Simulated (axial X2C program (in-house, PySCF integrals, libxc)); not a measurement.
# CrAl: from the state search to constants

What are the state, bond length, wavenumber and bond energy of CrAl, and what does spin–orbit coupling change?

Computed with an in-house X2C program for linear molecules on PySCF integrals. Level: all-electron X2C, Cr dyall-v3z, Al dyall-v3z.

All values are calculated.

### 1 Input

The input, task.json:

```json
{"zs": [24, 13], "q": 0, "bas": ["dyall-v3z", "dyall-v3z"], "levels": ["PBE0", "HF", "TPSSh", "B3LYP"], "cc": false, "r0": 2.48, "npts": 10, "nst": 2, "ntry": 6}
```

Keys: zs atomic numbers; q charge; bas basis sets; levels methods (HF also brings MP2); cc coupled cluster on or off; r0 starting distance in Å; npts points asked for on the curve; nst determinants followed; ntry starts of the search.

Started as:

```
$ python so2c.py task.json out
```

Spin-free means the one-electron spin-free X2C Hamiltonian; two-component (2c) means X2C with spin–orbit coupling and atomic mean-field two-electron Coulomb and Gaunt terms. Basis: Cr dyall-v3z contracted to [9s10p6d3f2g], Al dyall-v3z contracted to [8s8p2d1f]; Gaussian nuclei, density fitting. Masses: Cr 51.941 u, Al 26.982 u.

Notation: σ, π±, δ± give the projection m of an orbital's angular momentum (0, ±1, ±2), α and β its spin, Λ and M_S the sums; ω is the projection of a spinor's total angular momentum and Ω the sum. Logs are in hartree.

The results follow Hamiltonian by Hamiltonian and level by level.

### 2 Search for the lowest determinant

PBE0 moves the distance from 2.480 Å to 2.722 Å and compares determinants there.

Spin-free determinants:

| ΔE (eV) | state | open shells |
| --- | --- | --- |
| 0.00 | M_S = 5/2, Λ = 0 | beyond closed shells: σα, π+α, π-α, δ+α, δ-α |
| 0.36 | M_S = 7/2, Λ = 1 | beyond closed shells: 2 × σα, 2 × π+α, π-α, δ+α, δ-α |
| 0.46 | M_S = 5/2, Λ = 1 | beyond closed shells: 2 × σα, π+α, π+β, π-α, δ+α, δ-α |
| 0.91 | M_S = 7/2, Λ = 0 | beyond closed shells: 3 × σα, π+α, π-α, δ+α, δ-α |
| 1.15 | M_S = 3/2, Λ = 1 | beyond closed shells: π+α, π+β, π-α, δ+α, δ-α |
| 1.41 | M_S = 5/2, Λ = 1 | beyond closed shells: 2 × π+α, π-α, δ+α, δ-α |
| 1.78 | M_S = 3/2, Λ = 0 | beyond closed shells: σα, π+β, π-α, δ+α, δ-α |

Two-component determinants:

| ΔE (eV) | state | open shells |
| --- | --- | --- |
| 0.00 | Ω = 5/2 | excess of +ω over −ω: ω = 5/2 |
| 0.37 | Ω = 9/2 | excess of +ω over −ω: ω = 1/2, ω = 3/2, ω = 5/2 |
| 0.46 | Ω = 7/2 | excess of +ω over −ω: 2 × ω = 1/2, ω = 5/2 |
| 0.47 | Ω = 3/2 | excess of +ω over −ω: ω = 1/2, ω = -3/2, ω = 5/2 |
| 1.15 | Ω = 1/2 | excess of +ω over −ω: ω = -1/2, ω = -3/2, ω = 5/2 |
| 1.41 | Ω = 3/2 | excess of +ω over −ω: 2 × ω = -1/2, ω = 5/2 |
| 1.77 | Ω = 3/2 | excess of +ω over −ω: ω = 1/2, ω = -3/2, ω = 5/2 |

### 3 PBE0, spin-free

State followed: M_S = 5/2, Λ = 0 (beyond closed shells: σα, π+α, π-α, δ+α, δ-α). The scan is laid around 2.722 Å, a first estimate of the minimum, and this SCF restarts from the orbitals of the search.

The SCF at the reference distance of 2.722 Å:

```text
spin-free X2C-1e  PBE0
basis functions 157  fitting functions 930  grid points 5083
iter        total energy     max residual
   1      -1293.334185961     7.32e-05
   2      -1293.334186053     5.39e-05
   3      -1293.334186079     3.11e-05
   4      -1293.334186086     1.91e-05
converged
one-electron -1905.66924510  Coulomb 619.19880176  exact exchange -16.53533101  xc functional -50.98355127  nuclear repulsion 60.65513953
```

Along the bond, energies from the lowest point:

```csv
R (Å),E (eV),μ (D),HOMO (eV),LUMO (eV),iterations
2.368,0.2829,-1.47,-4.16,-2.10,35
2.477,0.1145,-1.40,-4.19,-2.05,29
2.559,0.0436,-1.32,-4.20,-2.02,25
2.640,0.0083,-1.21,-4.21,-2.00,21
2.722,0.0000,-1.08,-4.22,-1.98,4
2.817,0.0160,-0.90,-4.22,-1.97,20
2.913,0.0519,-0.72,-4.23,-1.98,16
3.035,0.1175,-0.47,-4.23,-1.99,17
3.185,0.2148,-0.16,-4.22,-2.01,16
3.402,0.3671,0.27,-4.22,-2.05,17
```

Dipoles are positive if Al is the positive end.

Outer orbitals at the reference distance:

```tsv
symmetry	occupied	ε (eV)	atomic character
σα	yes	-8.90	66% Al s, 14% Cr s, 11% Cr p
σβ	yes	-8.86	72% Al s, 12% Cr p, 10% Cr s
δ+α	yes	-5.61	100% Cr d
δ-α	yes	-5.61	100% Cr d
π-α	yes	-5.57	94% Cr d, 4% Al p
π+α	yes	-5.57	94% Cr d, 4% Al p
σα	yes	-5.55	89% Cr d, 4% Cr s, 3% Al s
σα	yes	-4.79	49% Cr s, 35% Al p, 7% Al s
σβ	yes	-4.22	70% Al p, 21% Cr s, 4% Al s
π-α	no	-1.98	65% Al p, 28% Cr p, 6% Cr d
π+α	no	-1.98	65% Al p, 28% Cr p, 6% Cr d
π-β	no	-1.98	78% Al p, 13% Cr p, 8% Cr d
π+β	no	-1.98	78% Al p, 13% Cr p, 8% Cr d
```

PBE0 fields in the half plane through the axis: z from -2.4 to 5.1 Å across, distance from the axis 0.15 to 2.25 Å upwards; Cr lies at z = 0 and Al at z = 2.722 Å; the ELF is damped to zero where the density is low.

log10 density (e/bohr³). Ten even steps from '0' (-4.04 ) to '9' (1.40 ):
```
00011112222211111111111100
00111222222222222222221110
01122233333333333333222211
11222333333333333333332221
11223344444444444444433221
12233455655444444444443322
12234467776544456765443322
12234568986544457985444332
```

ELF. Ten even steps from '0' (0.00 ) to '9' (1.00 ):
```
00011222332210000012332100
00122333333332111135777520
01223333333444322468999863
02232222223456544689999986
12222222222367764369999998
12221124542258830004999999
22221257874248703740799999
22221375756248508381399999
```

Re = 2.710 Å, ωe = 221.3 cm⁻¹, ωexe = 1.2 cm⁻¹, Be = 0.1293 cm⁻¹, De = 1.08 eV, μ = -1.10 D.

### 4 HF, spin-free

The SCF at the reference distance of 2.722 Å:

```text
spin-free X2C-1e  HF
basis functions 157  fitting functions 930  grid points 5083
iter        total energy     max residual
   1      -1291.956627827     1.93e-01
   2      -1291.982105330     1.11e-02
   3      -1291.986075384     3.08e-02
   4      -1291.987660100     1.13e-02
   5      -1291.988315122     3.64e-03
   6      -1291.988723490     7.06e-03
   7      -1291.988850601     3.61e-03
   8      -1291.988914631     5.13e-04
   9      -1291.988930686     1.12e-03
  10      -1291.988936784     4.92e-04
  11      -1291.988937682     5.80e-05
  12      -1291.988937856     6.89e-05
  13      -1291.988937898     4.12e-05
  14      -1291.988937909     7.22e-06
  15      -1291.988937911     5.58e-06
  16      -1291.988937911     2.97e-06
converged
one-electron -1906.42045290  Coulomb 620.10371103  exact exchange -66.32733558  xc functional 0.00000000  nuclear repulsion 60.65513953
```

No constants are quoted: the lowest point is the long end of the scan.

### 5 TPSSh, spin-free

Output at 2.722 Å:

```text
spin-free X2C-1e  TPSSh
basis functions 157  fitting functions 930  grid points 5083
iter        total energy     max residual
   1      -1293.681135004     3.35e-02
   2      -1293.681986852     2.22e-02
   3      -1293.682363931     1.70e-02
   4      -1293.682666073     1.34e-03
   5      -1293.682672184     5.41e-04
   6      -1293.682676550     3.03e-04
   7      -1293.682677051     8.89e-05
   8      -1293.682677235     2.78e-05
   9      -1293.682677249     1.11e-05
  10      -1293.682677251     2.78e-06
converged
one-electron -1905.25613556  Coulomb 618.76182541  exact exchange -6.61068829  xc functional -61.23281834  nuclear repulsion 60.65513953
```

Re = 2.689 Å, ωe = 231.7 cm⁻¹, ωexe = 1.16 cm⁻¹, Be = 0.1312 cm⁻¹, De = 1.26 eV, μ = -1.24 D.

### 6 B3LYP, spin-free

The SCF at the reference distance of 2.722 Å:

```text
spin-free X2C-1e  B3LYP
basis functions 157  fitting functions 930  grid points 5083
iter        total energy     max residual
   1      -1293.705985337     4.49e-02
   2      -1293.708360535     3.57e-03
   3      -1293.708668874     6.82e-03
   4      -1293.708895097     3.37e-03
   5      -1293.708923484     1.33e-03
   6      -1293.708941507     1.20e-03
   7      -1293.708947096     3.88e-04
   8      -1293.708947856     6.82e-05
   9      -1293.708947907     2.78e-05
  10      -1293.708947916     1.04e-05
converged
one-electron -1905.60298543  Coulomb 619.11047624  exact exchange -13.22044198  xc functional -54.65113628  nuclear repulsion 60.65513953
```

Re = 2.688 Å, ωe = 230.0 cm⁻¹, ωexe = 1.12 cm⁻¹, Be = 0.1314 cm⁻¹, De = 1.27 eV, μ = -0.48 D.

### 7 Correlated methods, spin-free

Correlated methods: 9 electrons correlated (frozen shells, counted by type: Cr 3 s, 2 p; Al 2 s, 1 p), 249 virtual spinors in MP2.

MP2: No constants are quoted: the reference is strongly spin-contaminated.

### 8 A higher determinant, spin-free

State: M_S = 7/2, Λ = 1 (beyond closed shells: 2 × σα, 2 × π+α, π-α, δ+α, δ-α).

Output at the reference distance:

```text
spin-free X2C-1e  PBE0
basis functions 157  fitting functions 930  grid points 5083
iter        total energy     max residual
   1      -1293.320859758     6.44e-05
   2      -1293.320859830     5.77e-05
   3      -1293.320859858     2.81e-05
   4      -1293.320859874     2.17e-05
   5      -1293.320859879     4.02e-06
converged
one-electron -1905.30315889  Coulomb 618.87436199  exact exchange -16.54941136  xc functional -50.99779115  nuclear repulsion 60.65513953
```

```csv
R (Å),E above the lowest PBE0 point (eV)
2.368,0.503
2.477,0.392
2.559,0.355
2.640,0.349
2.722,0.363
2.817,0.397
2.913,0.445
3.035,0.516
3.185,0.607
```

Re = 2.622 Å, ωe = 227.5 cm⁻¹, ωexe = 1.8 cm⁻¹, Be = 0.1381 cm⁻¹, μ = -1.91 D. Te = 0.35 eV.

### 9 The spin-free curves together

Energy (eV) of the followed determinant, spin-free, from each level's lowest point:

```csv
R (Å),PBE0,HF,MP2 (spin-contaminated),TPSSh,B3LYP
2.368,0.283,0.874,0.322,0.264,0.257
2.477,0.115,0.586,0.145,0.100,0.097
2.559,0.044,0.425,0.065,0.033,0.032
2.640,0.008,0.301,0.020,0.003,0.002
2.722,0.000,0.208,0.000,0.000,0.000
2.817,0.016,0.128,0.001,0.023,0.023
2.913,0.052,0.073,0.021,0.066,0.066
3.035,0.118,0.029,0.064,0.142,0.141
3.185,0.215,0.004,0.132,0.252,0.251
3.402,0.367,0.000,0.238,0.423,0.422
```

### 10 PBE0, 2c

State followed: Ω = 5/2 (excess of +ω over −ω: ω = 5/2). The scan is laid around 2.722 Å, a first estimate of the minimum, and this SCF restarts from the orbitals of the search.

Output at 2.722 Å:

```text
two-component X2C + atomic mean field  PBE0
basis functions 157  fitting functions 930  grid points 5083
iter        total energy     max residual
   1      -1293.052737051     2.73e-05
   2      -1293.052737067     2.21e-05
   3      -1293.052737083     3.78e-05
   4      -1293.052737088     2.48e-05
   5      -1293.052737090     4.67e-06
converged
one-electron -1904.96760675  Coulomb 619.05233615  exact exchange -16.53157226  xc functional -50.97182203  nuclear repulsion 60.65513953  atomic mean-field constant -0.28921173
```

Along the bond, energies from the lowest point:

```csv
R (Å),E (eV),μ (D),HOMO (eV),LUMO (eV),iterations
2.368,0.2840,-1.47,-4.16,-2.11,39
2.477,0.1153,-1.40,-4.18,-2.06,33
2.559,0.0441,-1.32,-4.20,-2.03,24
2.640,0.0085,-1.21,-4.21,-2.01,21
2.722,0.0000,-1.08,-4.22,-1.99,5
2.817,0.0158,-0.90,-4.22,-1.98,20
2.913,0.0515,-0.72,-4.23,-1.98,16
3.035,0.1168,-0.47,-4.23,-1.99,17
3.185,0.2138,-0.16,-4.22,-2.01,16
3.402,0.3657,0.27,-4.21,-2.05,17
```

Dipoles are positive if Al is the positive end.

Outer spinors at the reference distance:

```csv
ω,occupied,ε (eV),atomic character,λ mixture
1/2,yes,-8.90,"66% Al s, 14% Cr s, 11% Cr p",100% σ
-1/2,yes,-8.86,"72% Al s, 12% Cr p, 10% Cr s",100% σ
-3/2,yes,-5.65,100% Cr d,100% δ
-1/2,yes,-5.59,"94% Cr d, 4% Al p",100% π
5/2,yes,-5.59,100% Cr d,100% δ
3/2,yes,-5.56,"94% Cr d, 4% Al p",100% π
1/2,yes,-5.56,"89% Cr d, 4% Cr s, 3% Al s",100% σ
1/2,yes,-4.79,"49% Cr s, 35% Al p, 7% Al s",100% σ
-1/2,yes,-4.22,"70% Al p, 21% Cr s, 4% Al s",100% σ
-1/2,no,-1.99,"65% Al p, 28% Cr p, 6% Cr d",100% π
1/2,no,-1.98,"78% Al p, 13% Cr p, 8% Cr d",100% π
3/2,no,-1.98,"65% Al p, 28% Cr p, 6% Cr d",100% π
-3/2,no,-1.97,"78% Al p, 13% Cr p, 8% Cr d",100% π
```

PBE0 fields in the half plane through the axis: z from -2.4 to 5.1 Å across, distance from the axis 0.15 to 2.25 Å upwards; Cr lies at z = 0 and Al at z = 2.722 Å; the ELF is damped to zero where the density is low.

log10 density (e/bohr³). Ten even steps from '0' (-4.04 ) to '9' (1.40 ):
```
00011112222211111111111100
00111222222222222222221110
01122233333333333333222211
11222333333333333333332221
11223344444444444444433221
12233455655444444444443322
12234467776544456765443322
12234568986544457985444332
```

ELF. Ten even steps from ' ' (0.00 ) to '@' (1.00 ):
```
      ....::::::----::::..          ..::----::..    
    ..::::----------------::........--++######++::  
  ..::::--------------======--::::==**%%@@@@@@%%**--
  ::::--::::::::::::--==++**++====**%%@@@@@@@@@@%%**
..::::::::::::::::::::--**####**==--**@@@@@@@@@@@@%%
..::::::....::==++==::::++%%%%--      ==@@@@@@@@@@@@
::::::::..::++##%%##==::==%%##  --##==  ##@@@@@@@@@@
::::::....--##++##++**::==%%++  %%--%%..--@@@@@@@@@@
```

Re = 2.711 Å, ωe = 221.0 cm⁻¹, ωexe = 1.2 cm⁻¹, Be = 0.1292 cm⁻¹, De = 1.08 eV, μ = -1.09 D.

### 11 HF, 2c

Output at 2.722 Å:

```text
two-component X2C + atomic mean field  HF
basis functions 157  fitting functions 930  grid points 5083
iter        total energy     max residual
   1      -1291.675631838     1.93e-01
   2      -1291.701099294     1.12e-02
   3      -1291.705065196     3.07e-02
   4      -1291.706647149     1.13e-02
   5      -1291.707302577     3.64e-03
   6      -1291.707713061     7.09e-03
   7      -1291.707841632     3.64e-03
   8      -1291.707907830     5.34e-04
   9      -1291.707925778     1.20e-03
  10      -1291.707934677     5.97e-04
  11      -1291.707938426     3.25e-04
  12      -1291.707944848     7.94e-04
  13      -1291.707966493     2.47e-03
  14      -1291.708030292     6.76e-03
  15      -1291.708070325     1.18e-02
  16      -1291.708187682     1.19e-02
  17      -1291.709954343     1.83e-02
  18      -1291.710502851     1.92e-02
  19      -1291.711843403     8.28e-03
  20      -1291.712952085     5.08e-03
  21      -1291.713934521     2.47e-03
  22      -1291.714240699     4.06e-03
  23      -1291.714350636     2.07e-03
  24      -1291.714444755     1.23e-03
  25      -1291.714503862     1.44e-03
  26      -1291.714559188     1.23e-03
  27      -1291.714587071     5.41e-04
  28      -1291.714599214     2.61e-04
  29      -1291.714603157     1.60e-04
  30      -1291.714604642     9.83e-05
  31      -1291.714605205     8.13e-05
  32      -1291.714605396     3.36e-05
  33      -1291.714605450     1.82e-05
  34      -1291.714605469     1.34e-05
  35      -1291.714605477     8.25e-06
  36      -1291.714605481     5.85e-06
  37      -1291.714605482     2.70e-06
converged
one-electron -1905.42144904  Coulomb 619.66523120  exact exchange -66.32431544  xc functional 0.00000000  nuclear repulsion 60.65513953  atomic mean-field constant -0.28921173
```

No constants are quoted: the solution changes its character somewhere along the scan, so the fit is set aside.

### 12 TPSSh, 2c

Output at 2.722 Å:

```text
two-component X2C + atomic mean field  TPSSh
basis functions 157  fitting functions 930  grid points 5083
iter        total energy     max residual
   1      -1293.399595154     3.35e-02
   2      -1293.400447205     2.22e-02
   3      -1293.400823528     1.70e-02
   4      -1293.401126090     1.34e-03
   5      -1293.401132176     5.36e-04
   6      -1293.401136545     2.98e-04
   7      -1293.401137047     8.51e-05
   8      -1293.401137232     2.60e-05
   9      -1293.401137246     1.11e-05
  10      -1293.401137248     2.83e-06
converged
one-electron -1904.55510776  Coulomb 618.61602360  exact exchange -6.60919051  xc functional -61.21879038  nuclear repulsion 60.65513953  atomic mean-field constant -0.28921173
```

Re = 2.690 Å, ωe = 231.4 cm⁻¹, ωexe = 1.16 cm⁻¹, Be = 0.1312 cm⁻¹, De = 1.26 eV, μ = -1.24 D.

### 13 B3LYP, 2c

Output at 2.722 Å:

```text
two-component X2C + atomic mean field  B3LYP
basis functions 157  fitting functions 930  grid points 5083
iter        total energy     max residual
   1      -1293.424349266     4.50e-02
   2      -1293.426724402     3.57e-03
   3      -1293.427032451     6.78e-03
   4      -1293.427258855     3.35e-03
   5      -1293.427290992     1.21e-03
   6      -1293.427306174     1.15e-03
   7      -1293.427310656     3.77e-04
   8      -1293.427311304     7.27e-05
   9      -1293.427311352     2.78e-05
  10      -1293.427311359     1.01e-05
converged
one-electron -1904.90171799  Coulomb 618.96440886  exact exchange -13.21744261  xc functional -54.63848742  nuclear repulsion 60.65513953  atomic mean-field constant -0.28921173
```

Re = 2.689 Å, ωe = 229.8 cm⁻¹, ωexe = 1.12 cm⁻¹, Be = 0.1313 cm⁻¹, De = 1.26 eV, μ = -0.47 D.

### 14 MP2, 2c

Correlated methods: 9 electrons correlated (frozen shells, counted by type: Cr 3 s, 2 p; Al 2 s, 1 p), 249 virtual spinors in MP2.

MP2: No constants are quoted: the reference changes its character somewhere along the scan, so the fit is set aside.

### 15 A higher determinant, 2c

State: Ω = 9/2 (excess of +ω over −ω: ω = 1/2, ω = 3/2, ω = 5/2).

Output at the reference distance:

```text
two-component X2C + atomic mean field  PBE0
basis functions 157  fitting functions 930  grid points 5083
iter        total energy     max residual
   1      -1293.039167313     7.44e-05
   2      -1293.039167314     1.12e-05
converged
one-electron -1904.60000353  Coulomb 618.72667381  exact exchange -16.54567765  xc functional -50.98608774  nuclear repulsion 60.65513953  atomic mean-field constant -0.28921173
```

```csv
R (Å),E above the lowest PBE0 point (eV)
2.368,0.513
2.477,0.400
2.559,0.363
2.640,0.356
2.722,0.369
2.817,0.403
2.913,0.450
3.035,0.521
3.185,0.611
```

Re = 2.625 Å, ωe = 226.7 cm⁻¹, ωexe = 1.79 cm⁻¹, Be = 0.1378 cm⁻¹, μ = -1.92 D. Te = 0.36 eV.

### 16 The 2c curves together

Energy (eV) of the followed determinant, 2c, from each level's lowest point:

```csv
R (Å),PBE0,HF (jumps),MP2 (its reference jumps),TPSSh,B3LYP
2.368,0.284,0.452,0.197,0.265,0.258
2.477,0.115,0.264,0.078,0.100,0.098
2.559,0.044,0.168,0.029,0.034,0.032
2.640,0.009,0.102,0.006,0.003,0.003
2.722,0.000,0.058,0.000,0.000,0.000
2.817,0.016,0.027,0.010,0.023,0.023
2.913,0.051,0.010,0.033,0.066,0.066
3.035,0.117,0.001,0.074,0.141,0.140
3.185,0.214,0.000,0.135,0.251,0.250
3.402,0.366,0.010,0.230,0.422,0.420
```

Time for the job: 4.3 min (1 thread of Arm Neoverse N1, shared host); peak memory 0.31 GiB.

### 17 Constants

Lowest determinant that the search found at its distance, spin-free: M_S = 5/2, Λ = 0 (beyond closed shells: σα, π+α, π-α, δ+α, δ-α).

Lowest determinant that the search found at its distance, 2c: Ω = 5/2 (excess of +ω over −ω: ω = 5/2).

```csv
Hamiltonian,level,Re (Å),ωe (cm⁻¹),De (eV),μ (D)
spin-free,PBE0,2.710,221.3,1.08,-1.10
spin-free,TPSSh,2.689,231.7,1.26,-1.24
spin-free,B3LYP,2.688,230.0,1.27,-0.48
2c,PBE0,2.711,221.0,1.08,-1.09
2c,TPSSh,2.690,231.4,1.26,-1.24
2c,B3LYP,2.689,229.8,1.26,-0.47
```

Dipoles are positive if Al is the positive end. No constants: spin-free HF (the lowest point is the long end of the scan); spin-free MP2 (the reference is strongly spin-contaminated); 2c HF (the solution changes its character somewhere along the scan, so the fit is set aside); 2c MP2 (the reference changes its character somewhere along the scan, so the fit is set aside).

Time per point (s) on 1 thread of Arm Neoverse N1, shared host (2c runs); the times are rough: PBE0 1.7, TPSSh 2.7, B3LYP 1.8.

In words: At PBE0, going from spin-free to two-component changes Re by +1 mÅ, ωe by -0.1 %; the spin-free picture holds up (part of it comes from the scalar share of the two-electron terms). De moves by 0.00 eV; both De rest on single-determinant atoms, which can miss part of an open shell's spin–orbit lowering.

De refers to Cr + Al, each in the lowest determinant found, which need not be this curve's own limit. Each curve is one determinant whose occupation by symmetry is held fixed; it was picked as the lowest of a PBE0 search that is not exhaustive. Dissociation energies refer to the lowest single-determinant-based atoms at the same level and basis. Density functionals use the spin component along the axis (collinear). The meta-GGAs lack a current-density term, which matters for open shells with orbital currents, atoms included. With several unpaired electrons one determinant need not be a pure state. The spin-free determinant is spin-contaminated at some levels.
